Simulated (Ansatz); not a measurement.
# CH3BF2: the cost of one run

Method: RHF/def2-SVP, in Ansatz 0.2.0.

### Step 1. The starting structure

Bond lengths: B1–C2 1.600 Å, C2–H3 1.110 Å, C2–H4 1.110 Å, C2–H5 1.110 Å, B1–F6 1.320 Å, B1–F7 1.320 Å. Angles: B1–C2–H3 109.5°, B1–C2–H4 109.5°, B1–C2–H5 109.5°, H3–C2–H4 109.4°, H3–C2–H5 109.4°, H4–C2–H5 109.4°, C2–B1–F6 120.0°, C2–B1–F7 120.0°, F6–B1–F7 120.0°.

As a file:

```xyz
7

B     0.0000    0.0000    0.0000
C     0.0000    0.0000    1.6000
H    -0.9996   -0.3092    1.9705
H     0.7676   -0.7111    1.9705
H     0.2320    1.0203    1.9705
F     1.1431    0.0000   -0.6600
F    -1.1431    0.0000   -0.6600
```

### Step 2. Preparing the start

File input.yaml:

```yaml
crystal:
  periodic: [false, false, false]
  atoms:
    - { symbol: B, position_ang: [0.0, 0.0, 0.0] }
    - { symbol: C, position_ang: [0.0, 0.0, 1.6] }
    - { symbol: H, position_ang: [-0.9996, -0.3092, 1.9705] }
    - { symbol: H, position_ang: [0.7676, -0.7111, 1.9705] }
    - { symbol: H, position_ang: [0.232, 1.0203, 1.9705] }
    - { symbol: F, position_ang: [1.1431, 0.0, -0.66] }
    - { symbol: F, position_ang: [-1.1431, 0.0, -0.66] }
basis:
  gaussian: { orbitals: def2-SVP }
hamiltonian:
  xc: hf
relax:
  f_tol: 0.02
  max_steps: 40
output:
  orbitals: {}
```

The run is started by

```console
$ ansatz run input.yaml --threads 1 --pin off --max-ram 2048MiB --backend cpu --events-out ev --progress --plain --runs-dir out
```

Q: Estimate wall time and peak memory on 1 thread of Intel Xeon 6975P-C (Granite Rapids), shared host.

About 5.8 s, with a peak of 0.14 GiB.
